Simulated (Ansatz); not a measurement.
# CH₂InN (SMILES N#[C][InH2]): single points off equilibrium

One table from this session's results is given with a row withheld; the runs are named, their logs left out.

The runs use Ansatz 0.2.0, Gaussian basis; single points in def2-TZVPP.

Correlated methods freeze the cores. Filled d shells of the heavier atoms are correlated. Core potentials replace the inner electrons past krypton, and spin-orbit coupling is left out.

**Where the work starts**

SMILES `N#[C][InH2]`, 5 atoms, charge 0, spin multiplicity 1.

Atoms are counted from 1 here; the program's logs count them from 0.

Bond lengths: N1–C2 1.156 Å, C2–In3 2.162 Å, In3–H4 1.719 Å, In3–H5 1.737 Å. Angles: N1–C2–In3 179.3°, C2–In3–H4 116.5°, C2–In3–H5 117.6°, H4–In3–H5 125.9°.

As a file:

```
N     0.1293   -1.9612    1.6162
C     0.0793   -1.0687    0.8839
In   -0.0308    0.5882   -0.5001
H    -0.9879    0.3479   -1.9076
H     0.8919    2.0110   -0.1261
```

Set-up of the first run:

run/in.yaml

```yaml
crystal:
  periodic: [false, false, false]
  atoms:
    - {symbol: N, position_ang: [0.129300, -1.961200, 1.616200]}
    - {symbol: C, position_ang: [0.079300, -1.068700, 0.883900]}
    - {symbol: In, position_ang: [-0.030800, 0.588200, -0.500100]}
    - {symbol: H, position_ang: [-0.987900, 0.347900, -1.907600]}
    - {symbol: H, position_ang: [0.891900, 2.011000, -0.126100]}
basis:
  gaussian: {orbitals: def2-TZVPP}
correlation: {method: ccsd_t}
output: {forces: true}
```

Run with:

```
> ansatz run in.yaml --threads 4 --pin off --events-out ev --progress --plain --max-ram 5222MiB
```

Steps of the session up to this table: CCSD(T)/def2-TZVPP; PBE0-D4/def2-TZVPP; wB97M-V/def2-TZVPP; r2SCAN-D4/def2-TZVPP; PBE-D4/def2-TZVPP; LC-wPBE/def2-TZVPP; SPW92/def2-TZVPP.

One of the session's tables, all rows but one given; the rest of the session is left out.

```
   method  RMS force component (eV/Å)  angle to CCSD(T) forces (°)  dipole (D)
  CCSD(T)                       0.611                    reference        4.25
  PBE0-D4                       0.145                         68.6        4.31
  wB97M-V                           ?                            ?           ?
r2SCAN-D4                       0.257                         21.2        4.24
   PBE-D4                       0.553                          7.4        4.14
  LC-wPBE                       0.324                        121.8        4.41
    SPW92                       0.373                         18.8        4.29
```

Q: Estimate the row for wB97M-V from the others.

**Answer.** RMS force component (eV/Å): 0.191; angle to CCSD(T) forces (°): 98.2; dipole (D): 4.36. In the column «RMS force component (eV/Å)» it lies between PBE0-D4 (0.145) and r2SCAN-D4 (0.257).

To keep in mind: The reference is not at the basis limit: in triple zeta CCSD(T) underbinds, which counts against methods that bind more; the gaps are no ranking.
